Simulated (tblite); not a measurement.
# C6H13OPSi: the cost of one run

The runs use tblite 0.8.0 and PySCF 2.14.0, with density-fitted response routines of our own; the level of theory stands in each step. All values are computed, except where a source is named. Atoms count from 0, in the outputs and in this text.

**1. The starting structure**

22 atoms, charge 0, multiplicity 1; geometry from: force field or distance geometry start.

Bonds of the start (Å): C0–C1 1.34, C1–P2 1.80, P2–C3 1.88, C3–C4 1.51, C4–O5 1.36, O5–C6 1.38, C4–C7 1.54, C7–Si8 1.82, C7–P2 1.84, C0–H9 1.07, C0–H10 1.09, C1–H11 1.09, C3–H12 1.12, C3–H13 1.08, C4–H14 1.10, C6–H15 1.11, C6–H16 1.10, C6–H17 1.12, C7–H18 1.13, Si8–H19 1.47, Si8–H20 1.50, Si8–H21 1.46.

**2. Geometry optimisation with GFN2-xTB**

What the job is given:

```
{"job": {"kind": "relax", "xc": "GFN2-xTB", "basis": "xTB"}, "charge": 0, "multiplicity": 1}
C      3.036800    -1.160700    -0.393700
C      2.561800     0.092700    -0.415400
P      1.201500     0.591900    -1.489900
C     -0.069000    -0.789200    -1.572800
C     -0.706100    -0.354700    -0.274200
O     -2.055600    -0.473400    -0.115900
C     -2.446700    -0.923400     1.131200
C     -0.362000     1.095900    -0.662500
Si    -0.303000     2.123700     0.839500
H      3.834100    -1.404800     0.270000
H      2.612800    -1.937900    -1.025700
H      3.040700     0.792000     0.263500
H      0.475800    -1.748800    -1.401000
H     -0.686600    -0.787400    -2.461400
H     -0.070400    -0.615200     0.579300
H     -3.560400    -0.975000     1.145200
H     -2.142000    -0.257800     1.950800
H     -2.109600    -1.983600     1.244400
H     -1.118900     1.465500    -1.410600
H      0.607200     3.272800     0.764800
H     -1.675600     2.706600     1.016900
H     -0.075200     1.290100     2.016700
```

The run is started by

```sh
$ OMP_NUM_THREADS=1 python probes_run.py task.json out
```

The driver reads the jobs from task.json and runs them one after another.

**Question.** How long does this first job take on 1 thread of Arm Neoverse V1, shared host, and how much memory does it need?

About 1.4 s, with a peak of 0.18 GiB.
